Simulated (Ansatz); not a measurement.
# FH₆NSi₂Sn: basis-set convergence

An exercise on one series of results from a longer session: the logs are not shown, and one member is left open.

Computed with Ansatz 0.2.0, Gaussian basis. Level: one geometry, several basis sets.

Levels to be run: PBE0-D4/def2-SVP; ωB97M-V/def2-SVP; PBE0-D4/def2-QZVPP; ωB97M-V/def2-QZVPP; the functionals' def2-TZVPP values are taken from earlier runs.

## Structure used throughout

The geometry comes from an earlier relaxation with PBE0-D4 in a triple-zeta def2 set; it is a stationary point, not always the lowest conformer. Sn takes the def2 core potential; no spin-orbit term is included.

11 atoms, charge 0, spin multiplicity 1.

Atoms are counted from 1 here; the program's logs count them from 0.

Bond lengths: F1–Sn2 1.953 Å, Sn2–N3 2.044 Å, N3–Si4 1.729 Å, N3–Si5 1.746 Å, Si4–H6 1.487 Å, Si4–H7 1.487 Å, Si4–H8 1.494 Å, Si5–H9 1.483 Å, Si5–H10 1.483 Å, Si5–H11 1.492 Å. Angles: F1–Sn2–N3 90.9°, Sn2–N3–Si4 119.2°, Sn2–N3–Si5 120.9°, Si4–N3–Si5 119.9°, N3–Si4–H6 112.4°, N3–Si4–H7 112.4°, N3–Si4–H8 107.0°, H6–Si4–H7 108.2°, H6–Si4–H8 108.4°, H7–Si4–H8 108.4°, N3–Si5–H9 111.9°, N3–Si5–H10 111.9°, N3–Si5–H11 106.6°, H9–Si5–H10 109.7°, H9–Si5–H11 108.2°, H10–Si5–H11 108.2°.

Set-up of the first run:

Contents of in.yaml:

```yaml
crystal:
  periodic: [false, false, false]
  atoms:
    - {symbol: F, position_ang: [-0.965037, 2.894275, -0.068032]}
    - {symbol: Sn, position_ang: [-1.317211, 1.575220, 1.328248]}
    - {symbol: N, position_ang: [-0.236681, 0.167136, 0.315174]}
    - {symbol: Si, position_ang: [-0.074772, -1.417134, 0.988447]}
    - {symbol: Si, position_ang: [0.520174, 0.543916, -1.212497]}
    - {symbol: H, position_ang: [-0.652539, -2.468674, 0.109187]}
    - {symbol: H, position_ang: [1.342543, -1.772725, 1.266672]}
    - {symbol: H, position_ang: [-0.823770, -1.420912, 2.281624]}
    - {symbol: H, position_ang: [1.533181, 1.619382, -1.078732]}
    - {symbol: H, position_ang: [-0.475079, 0.920443, -2.246117]}
    - {symbol: H, position_ang: [1.214493, -0.697929, -1.663374]}
basis:
  gaussian: {orbitals: def2-SVP}
hamiltonian: {xc: pbe0, dispersion: d4}
output: {orbitals: {seedname: orbitals}}
```

Launch:

```sh
$ ansatz run in.yaml --threads 4 --pin off --events-out ev --progress --plain --max-ram 11315MiB
```

Among the steps run: PBE0-D4 in def2-SVP; ωB97M-V in def2-SVP; PBE0-D4 in def2-QZVPP; ωB97M-V in def2-QZVPP.

One table of the session follows, with a row left open; its other results are not shown here.

It belongs to the step «Functionals by basis». 

```
functional       basis  HOMO (eV)  LUMO (eV)
   PBE0-D4    def2-SVP      -7.68      -2.40
   PBE0-D4  def2-TZVPP      -7.77      -2.52
   PBE0-D4  def2-QZVPP      -7.78      -2.53
   ωB97M-V    def2-SVP          ?          ?
   ωB97M-V  def2-TZVPP      -9.98      -0.82
   ωB97M-V  def2-QZVPP      -9.99      -0.86
```

Q: Estimate the row for ωB97M-V, def2-SVP from the others.

The run gave: HOMO (eV): -9.85; LUMO (eV): -0.61. In the column «HOMO (eV)» it lies between ωB97M-V, def2-TZVPP (-9.98) and PBE0-D4, def2-QZVPP (-7.78).
